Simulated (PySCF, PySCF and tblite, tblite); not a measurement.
# C6H15FN2Si: conformers and averaged spectra, part 3 of 3

PySCF and tblite. Atoms count from 0. Earlier steps stand in the parts before.

## 10. Shieldings, conformer 4: PBE0/6-31G*

Job settings and geometry (Å):

```
{"job": {"xc": "PBE0", "basis": "6-31G*", "kind": "nmr", "pop": false}, "charge": 0, "multiplicity": 1}
C      3.108866     0.520327     0.714767
C      2.051017     0.797017    -0.353778
N      0.822987     0.090718    -0.101133
C      0.761765    -1.295224    -0.511412
C     -0.576220    -1.858515    -0.031723
N     -1.513064    -0.758258     0.027664
C     -2.854725    -1.106496     0.399831
Si    -0.714688     0.736912     0.265953
C     -1.429909     2.177031    -0.724296
F     -0.691262     1.282745     1.810049
H      2.714128     0.782777     1.692442
H      3.384591    -0.530995     0.722364
H      4.000827     1.110700     0.521177
H      2.442420     0.520467    -1.342612
H      1.828677     1.865660    -0.364519
H      1.592167    -1.861159    -0.079260
H      0.836509    -1.365347    -1.606665
H     -0.462701    -2.317805     0.961167
H     -0.948039    -2.626828    -0.718368
H     -3.267541    -1.827614    -0.312452
H     -3.469870    -0.210801     0.391198
H     -2.898704    -1.550826     1.402169
H     -2.398334     2.467493    -0.331484
H     -1.550463     1.940589    -1.775317
H     -0.779370     3.041575    -0.646629
```

What it wrote:

```text
coarse grid: 20656 points
cycle   1  E = -735.9395340798  dE =  1.178e+00  |g| = 7.227e-01  |ddm| = 4.424e+00
cycle   2  E = -735.8886521915  dE =  5.088e-02  |g| = 9.239e-01  |ddm| = 1.501e+00
cycle   3  E = -736.0496012831  dE = -1.609e-01  |g| = 9.110e-02  |ddm| = 8.374e-01
cycle   4  E = -736.0510698807  dE = -1.469e-03  |g| = 3.178e-02  |ddm| = 9.542e-02
cycle   5  E = -736.0512896939  dE = -2.198e-04  |g| = 6.513e-03  |ddm| = 2.967e-02
cycle   6  E = -736.0512965698  dE = -6.876e-06  |g| = 3.042e-03  |ddm| = 7.755e-03
final grid: 193344 points
cycle   7  E = -735.9697951109  dE = -3.663e-05  |g| = 1.219e-02  |ddm| = 2.875e-02
cycle   8  E = -735.9697723308  dE =  2.278e-05  |g| = 1.598e-02  |ddm| = 2.915e-02
cycle   9  E = -735.9698321552  dE = -5.982e-05  |g| = 1.824e-03  |ddm| = 1.653e-02
cycle  10  E = -735.9698328290  dE = -6.738e-07  |g| = 1.685e-04  |ddm| = 1.443e-03
cycle  11  E = -735.9698328342  dE = -5.199e-09  |g| = 6.042e-05  |ddm| = 1.945e-04
cycle  12  E = -735.9698328348  dE = -6.235e-10  |g| = 2.768e-05  |ddm| = 7.252e-05
converged SCF energy = -735.9698328348

GIAO shielding tensors (ppm)
atom      isotropic    diamagn.    paramagn.     s11        s22        s33       span
  0 C      179.381     248.190     -68.809    158.079    184.772    195.293     37.214
  1 C      154.225     241.604     -87.379    129.982    152.631    180.061     50.079
  2 N      222.125     323.688    -101.563    189.905    206.677    269.794     79.890
  3 C      149.953     244.717     -94.764    127.223    148.097    174.540     47.317
  4 C      146.364     244.668     -98.303    124.723    139.754    174.617     49.895
  5 N      231.870     324.131     -92.261    207.975    217.644    269.990     62.015
  6 C      161.883     243.803     -81.919    139.102    152.440    194.109     55.007
  7 Si     423.034     883.968    -460.934    393.934    428.569    446.600     52.667
  8 C      201.024     253.218     -52.193    188.553    202.915    211.604     23.051
  9 F      313.277     472.760    -159.483    269.641    284.584    385.607    115.966
 10 H       31.321      29.921       1.399     26.947     30.889     36.126      9.179
 11 H       30.975      30.355       0.620     26.265     30.802     35.859      9.594
 12 H       31.631      29.325       2.306     27.326     28.630     38.937     11.611
 13 H       29.668      30.647      -0.978     24.457     29.491     35.056     10.599
 14 H       29.216      31.441      -2.225     22.516     31.050     34.080     11.564
 15 H       29.171      31.654      -2.483     24.090     29.103     34.320     10.230
 16 H       29.307      31.514      -2.207     24.827     27.251     35.842     11.015
 17 H       29.074      31.222      -2.147     24.815     27.293     35.115     10.300
 18 H       29.615      31.025      -1.410     25.617     27.931     35.296      9.680
 19 H       30.048      29.016       1.032     25.364     27.585     37.195     11.831
 20 H       29.591      29.370       0.221     24.028     28.829     35.917     11.889
 21 H       29.820      28.733       1.087     24.934     27.517     37.009     12.074
 22 H       32.193      30.176       2.017     27.460     29.961     39.158     11.698
 23 H       32.728      31.741       0.986     28.073     30.346     39.763     11.690
 24 H       32.318      31.118       1.200     27.380     30.585     38.990     11.610
```

It took 83 s on 1 thread of AMD EPYC, shared host; peak memory 0.88 GiB.

This run: HOMO -5.71 eV, LUMO 2.01 eV; dipole 1.73 D.

## 11. Shieldings, conformer 5: PBE0/6-31G*

Job settings and geometry (Å):

```
{"job": {"xc": "PBE0", "basis": "6-31G*", "kind": "nmr", "pop": false}, "charge": 0, "multiplicity": 1}
C      2.852519     0.559538    -0.582139
C      2.164050    -0.774085    -0.353926
N      0.739830    -0.628554    -0.190186
C      0.025842    -1.873354     0.006698
C     -1.458367    -1.538197     0.124385
N     -1.547726    -0.234547     0.741717
C     -2.880303     0.255774     0.953924
Si    -0.145183     0.701538     0.428064
C     -0.257690     2.226587    -0.686641
F      0.359470     1.288647     1.868882
H      3.918270     0.405238    -0.732303
H      2.440573     1.048995    -1.459895
H      2.709815     1.205704     0.279262
H      2.597799    -1.261636     0.533911
H      2.347071    -1.435427    -1.212851
H      0.375850    -2.370764     0.922817
H      0.212548    -2.547822    -0.836418
H     -1.981490    -2.279215     0.738232
H     -1.928555    -1.528639    -0.870605
H     -3.436743     0.361524     0.013190
H     -2.827035     1.225706     1.440765
H     -3.431904    -0.432841     1.600171
H      0.641627     2.828459    -0.618219
H     -1.087511     2.850661    -0.370741
H     -0.413691     1.970854    -1.728961
```

What it wrote:

```text
coarse grid: 20656 points
cycle   1  E = -735.9421782529  dE =  1.192e+00  |g| = 7.158e-01  |ddm| = 4.425e+00
cycle   2  E = -735.8935377896  dE =  4.864e-02  |g| = 9.123e-01  |ddm| = 1.488e+00
cycle   3  E = -736.0499419520  dE = -1.564e-01  |g| = 9.045e-02  |ddm| = 8.296e-01
cycle   4  E = -736.0513915135  dE = -1.450e-03  |g| = 3.129e-02  |ddm| = 9.410e-02
cycle   5  E = -736.0516072453  dE = -2.157e-04  |g| = 6.100e-03  |ddm| = 2.972e-02
cycle   6  E = -736.0516132282  dE = -5.983e-06  |g| = 2.989e-03  |ddm| = 7.761e-03
final grid: 193344 points
cycle   7  E = -735.9699916003  dE = -3.631e-05  |g| = 1.218e-02  |ddm| = 2.985e-02
cycle   8  E = -735.9699685453  dE =  2.306e-05  |g| = 1.605e-02  |ddm| = 2.919e-02
cycle   9  E = -735.9700284309  dE = -5.989e-05  |g| = 1.851e-03  |ddm| = 1.657e-02
cycle  10  E = -735.9700291285  dE = -6.976e-07  |g| = 1.434e-04  |ddm| = 1.441e-03
cycle  11  E = -735.9700291321  dE = -3.634e-09  |g| = 5.943e-05  |ddm| = 1.706e-04
cycle  12  E = -735.9700291327  dE = -5.798e-10  |g| = 2.670e-05  |ddm| = 6.676e-05
converged SCF energy = -735.9700291327

GIAO shielding tensors (ppm)
atom      isotropic    diamagn.    paramagn.     s11        s22        s33       span
  0 C      179.842     250.543     -70.701    167.725    179.356    192.446     24.720
  1 C      151.628     240.255     -88.627    135.161    138.871    180.853     45.692
  2 N      215.055     323.415    -108.361    185.134    213.124    246.907     61.773
  3 C      146.276     243.742     -97.466    125.154    139.229    174.446     49.293
  4 C      146.294     244.644     -98.350    125.561    139.540    173.782     48.222
  5 N      231.681     323.731     -92.050    201.658    226.077    267.308     65.650
  6 C      161.697     244.313     -82.616    138.683    152.414    193.993     55.309
  7 Si     419.686     883.386    -463.700    398.119    423.941    436.997     38.879
  8 C      196.660     253.876     -57.216    188.193    198.139    203.648     15.456
  9 F      316.201     472.419    -156.219    280.587    285.088    382.927    102.341
 10 H       31.161      29.379       1.782     26.477     28.448     38.558     12.081
 11 H       31.081      31.370      -0.289     27.030     30.901     35.312      8.281
 12 H       30.953      31.016      -0.062     26.680     31.588     34.592      7.912
 13 H       29.323      29.859      -0.535     24.763     27.969     35.238     10.475
 14 H       29.585      30.188      -0.603     24.592     28.716     35.447     10.855
 15 H       29.016      30.691      -1.674     24.590     27.136     35.322     10.731
 16 H       29.623      30.646      -1.023     25.615     27.985     35.270      9.654
 17 H       29.565      30.546      -0.982     25.518     27.698     35.478      9.960
 18 H       29.280      31.229      -1.948     25.424     27.111     35.306      9.882
 19 H       29.948      29.268       0.680     25.115     27.940     36.789     11.674
 20 H       29.520      29.428       0.092     24.363     28.247     35.949     11.586
 21 H       29.997      28.952       1.045     25.151     27.604     37.236     12.085
 22 H       32.259      31.284       0.975     27.604     30.804     38.370     10.766
 23 H       32.235      30.821       1.415     27.242     30.416     39.048     11.806
 24 H       32.510      32.359       0.151     28.558     30.246     38.725     10.168
```

Run time: 86 s. Hardware: 1 thread of AMD EPYC, shared host; peak memory 0.87 GiB.

This run: HOMO -5.80 eV, LUMO 2.07 eV; dipole 1.89 D.

## 12. The ensemble: properties at PBE0/6-31G*

Job settings and geometry (Å):

```
{"job": {"study": "conf", "smiles": "CCN1CCN(C)[Si@@]1(C)F", "search": {"seed": 754, "n_embed": 90, "ff_keep": 18, "window": 3.0, "nmax": 10, "temps": [200, 250, 298.15, 350, 400], "t_ref": 298.15, "order": 0.002}, "level": {"nmr": {"xc": "PBE0", "basis": "6-31G*"}}, "kind": "conf"}, "charge": 0, "multiplicity": 1}
C      3.108866     0.520327     0.714767
C      2.051017     0.797017    -0.353778
N      0.822987     0.090718    -0.101133
C      0.761765    -1.295224    -0.511412
C     -0.576220    -1.858515    -0.031723
N     -1.513064    -0.758258     0.027664
C     -2.854725    -1.106496     0.399831
Si    -0.714688     0.736912     0.265953
C     -1.429909     2.177031    -0.724296
F     -0.691262     1.282745     1.810049
H      2.714128     0.782777     1.692442
H      3.384591    -0.530995     0.722364
H      4.000827     1.110700     0.521177
H      2.442420     0.520467    -1.342612
H      1.828677     1.865660    -0.364519
H      1.592167    -1.861159    -0.079260
H      0.836509    -1.365347    -1.606665
H     -0.462701    -2.317805     0.961167
H     -0.948039    -2.626828    -0.718368
H     -3.267541    -1.827614    -0.312452
H     -3.469870    -0.210801     0.391198
H     -2.898704    -1.550826     1.402169
H     -2.398334     2.467493    -0.331484
H     -1.550463     1.940589    -1.775317
H     -0.779370     3.041575    -0.646629
```

What it wrote:

```text
conformer  sym    E(xTB)   E(DFT)   G(298.15 K)  weight  dipole/D
    1     C1      0.000    0.443    0.463   0.1566    1.863
    2     C1      0.072    0.537    0.529   0.1400    1.879
    3     C1      0.710    1.575    1.129   0.0509    2.127
    4     C1      0.985    0.512    0.000   0.3419    1.735
    5     C1      0.608    0.000    0.057   0.3105    1.886

mean shielding (ppm) by class
class atoms           200 K      250 K   298.15 K      350 K      400 K
  0 C  0            179.657    179.647    179.641    179.637    179.634
  1 C  1            153.109    153.245    153.336    153.408    153.461
  2 N  2            218.271    218.527    218.692    218.819    218.909
  3 C  3            148.354    148.534     148.65     148.74    148.805
  4 C  4            146.254    146.248    146.245    146.241    146.239
  5 N  5            231.481    231.472    231.475    231.483    231.493
  6 C  6            161.754    161.756    161.757    161.757    161.757
  7 Si 7            421.335    421.478    421.572    421.645    421.698
  8 C  8            198.997    199.146    199.225    199.276    199.304
  9 F  9            315.478     315.54    315.612    315.688    315.756
 10 H  10,11,12      31.215     31.229     31.239     31.247     31.253
 11 H  13            29.438     29.435      29.43     29.424     29.418
 12 H  14            29.397     29.391      29.39     29.391     29.393
 13 H  15            29.088     29.098     29.104     29.109     29.113
 14 H  16            29.442     29.423      29.41       29.4     29.392
 15 H  17            29.347     29.334     29.328     29.324     29.323
 16 H  18            29.441     29.451     29.456     29.458      29.46
 17 H  19,20,21      29.815     29.814     29.814     29.814     29.814
 18 H  22,23,24      32.367     32.368     32.368     32.368     32.368
```

It took 9 min on 1 thread of AMD EPYC, shared host. This counts the runs that the step sums up.

The search (ETKDG and KDG, MMFF94s, GFN2-xTB) embedded 90 structures, kept 14 distinct ones after the force field and 5 after xTB; 5 were carried on (window 3.0 kcal/mol at the search's own energies). Energies: PBE0/6-31G* with D3(BJ).

Conformer by conformer (298 K):

```tsv
no.	group	mirror pair	ΔE xTB	ΔE DFT	ΔG	weight (%)	μ (D)	C0–C1–N2–Si7 (°)	A, B, C (GHz)
1	C1	no	0.00	0.44	0.46	15.7	1.86	80	1.53, 0.96, 0.76
2	C1	no	0.07	0.54	0.53	14.0	1.88	-82	1.52, 0.96, 0.75
3	C1	no	0.71	1.57	1.13	5.1	2.13	-105	1.52, 0.93, 0.74
4	C1	no	0.98	0.51	0.00	34.2	1.74	115	1.54, 0.93, 0.73
5	C1	no	0.61	0.00	0.06	31.1	1.89	-29	1.57, 1.00, 0.75
```

Energies in kcal/mol. ΔG holds xTB vibrations and rotation, symmetry numbers and mirror pairs.

Weights (%) by temperature:

```tsv
no.	200 K	250 K	298 K	350 K	400 K
4	33.5	34.3	34.2	33.8	33.2
5	39.1	34.1	31.1	28.8	27.3
1	14.2	15.2	15.7	15.9	16.0
2	11.1	12.9	14.0	14.9	15.5
3	2.0	3.6	5.1	6.6	7.9
```

Other ways of weighting, at the same temperature:

```tsv
scheme	4	5	1	2	3	mean μ (D)
DFT free energy	34	31	16	14	5	1.84
DFT energy, symmetry counted	18	42	20	17	3	1.86
DFT energy alone	18	42	20	17	3	1.86
xTB energy, symmetry counted	7	13	37	32	11	1.89
xTB free energy	14	10	29	27	20	1.90
lowest conformer only	100	0	0	0	0	1.74
equal weights	20	20	20	20	20	1.90
conformers found from three starts alone	0	0	45	40	15	1.91
```

Shifts against references run at the same level ($^{15}$N NH3 261.4, $^{13}$C TMS 196.4, $^{1}$H TMS 32.41, $^{29}$Si TMS 415.5, $^{19}$F CFCl3 192.5 ppm of shielding), by class of atoms, at 298 K:

```tsv
atoms	environment	no. 4	no. 5	no. 1	average
C4	sp3 CH2 bonded to N	50.0	50.1	50.7	50.1
C3	sp3 CH2 bonded to N	46.4	50.1	47.2	47.7
C1	sp3 CH2 bonded to N	42.2	44.8	42.9	43.1
C6	methyl carbon bonded to N	34.5	34.7	34.9	34.6
C0	methyl carbon	17.0	16.5	16.9	16.7
C8	methyl carbon bonded to Si	-4.6	-0.3	-4.3	-2.8
H15	hydrogen on an sp3 CH2 bonded to N	3.24	3.40	3.83	3.31
H17	hydrogen on an sp3 CH2 bonded to N	3.34	2.85	2.82	3.08
H14	hydrogen on an sp3 CH2 bonded to N	3.20	2.83	3.28	3.02
H16	hydrogen on an sp3 CH2 bonded to N	3.11	2.79	2.60	3.00
H13	hydrogen on an sp3 CH2 bonded to N	2.74	3.09	2.83	2.98
H18	hydrogen on an sp3 CH2 bonded to N	2.80	3.13	3.15	2.96
H19, H20, H21	hydrogen on a methyl carbon bonded to N	2.59	2.59	2.62	2.60
H10, H11, H12	hydrogen on a methyl carbon	1.10	1.35	1.17	1.17
H22, H23, H24	hydrogen on a methyl carbon bonded to Si	0.00	0.08	0.03	0.04
N2	nitrogen bonded to 2 C, Si, in a 5-membered ring	39.3	46.4	44.9	42.7
N5	nitrogen bonded to 2 C, Si, in a 5-membered ring	29.6	29.7	30.5	30.0
Si7	silicon bonded to C, F, 2 N, in a 5-membered ring	-7.5	-4.2	-5.1	-6.1
F9	fluorine bonded to Si	-120.7	-123.7	-122.6	-123.1
```

Effective distances for nuclear Overhauser effects, ⟨r⁻⁶⟩^(−1/6) over all pairs of two classes (Å): H13···H14 1.77; H15···H16 1.78; H17···H18 1.78; H15···H17 2.36; H16···H18 2.37; H10···H13 2.60; H10···H14 2.60; H13···H16 2.68.

## 13. Outcome

What follows sums up all 3 parts.

```
                              quantity                                                     value
                            conformers       5; the first in weight is no. 4 (C1), 34 % at 298 K
               root-mean-square dipole                                                    1.84 D
averaged $^{13}$C shifts (PBE0/6-31G*)                    50.1, 47.7, 43.1, 34.6, 16.7, -2.8 ppm
 averaged $^{1}$H shifts (PBE0/6-31G*)  3.31, 3.08, 3.02, 3.00, 2.98, 2.96, 2.60, 1.17, 0.04 ppm
averaged $^{19}$F shifts (PBE0/6-31G*)                                                -123.1 ppm
```

Conformer 4 leads with 34 % at 298 K, and its share goes from 34 % at 200 K to 33 % at 400 K. It is not the lowest in DFT energy (no. 5 is): thermal terms favour it. xTB puts no. 1 lowest, DFT no. 5. Among conformers over 5 %, H15 differs by 1.16 ppm, while the average moves by 0.02 ppm from 200 to 400 K.
